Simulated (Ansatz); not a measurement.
CSSe, SMILES S=C=[Se]: an atomisation energy, run with the Python package of Ansatz (0.2.0).

The script reads `csse.xyz`:
```text
3

S     1.26540   -1.12370    0.55200
C     0.05730   -0.07870    0.03480
Se   -1.33370    1.13760   -0.60000
```

The script, `tae_csse.py`:
```python
"""Energy to split CSSe into its atoms."""

from collections import Counter

import ansatz as az


def total_energy(molecule, charge=0, unpaired=0):
    calc = (
        molecule.calculation()
        .basis(gaussian="6-31G*")
        .functional("B3LYP", dispersion="d3bj")
    )
    if charge:
        calc = calc.charge(charge)
    if unpaired:
        calc = calc.spin("collinear", total=unpaired)
    report = calc.run(threads=1, backend="cpu").report
    if report["published_state_doubts"]:
        print("  doubts:", report["published_state_doubts"])
    return report["free_energy_ev"]


def main() -> None:
    mol = az.Crystal.molecule_from_extxyz("csse.xyz")

    # Hund ground states
    unpaired = {"S": 2, "C": 2, "Se": 2}
    counts = Counter(site.symbol for site in mol.cartesian_sites)
    atom_energy = {s: total_energy(az.Crystal.molecule().atom(s, (0, 0, 0)), 0, unpaired[s]) for s in counts}
    whole = total_energy(mol, 0, 0)
    for s, e in atom_energy.items():
        print(f"{s:2s} x{counts[s]}  {e:14.5f} eV")
    print(f"CSSe: {whole:.5f} eV")
    split = sum(counts[s] * e for s, e in atom_energy.items()) - whole
    print(f"atomisation energy (no zero-point term): {23.060548 * split:.1f} kcal/mol, {split / sum(counts.values()):.3f} eV an atom")


if __name__ == "__main__":
    main()
```

What does it cost to take this molecule apart into atoms?

228.4 kcal/mol from the electronic energies, without the zero-point term.

The output:

`python tae_csse.py` gives:
```text
S  x1    -10832.98872 eV
C  x1     -1029.84974 eV
Se x1    -65340.92694 eV
CSSe: -77213.67000 eV
atomisation energy (no zero-point term): 228.4 kcal/mol, 3.302 eV an atom
```

What to keep in mind:
- Total energies depend on the basis set; only differences at equal settings carry meaning.
- The geometry is a force-field or estimated start, not a minimum of this method, and the basis set is short of its limit. All parts are taken at fixed geometry, without zero-point energy.
- b3lyp holds the VWN-RPA fit, as in Gaussian; the form of ORCA and Turbomole is b3lyp5.
- The spin-orbit lowering of heavy atoms is left out.
- It ran for 2.7 s on 1 thread of Intel(R) Xeon(R) Processor @ 2.30GHz (shared host), peak memory 0.22 GiB.
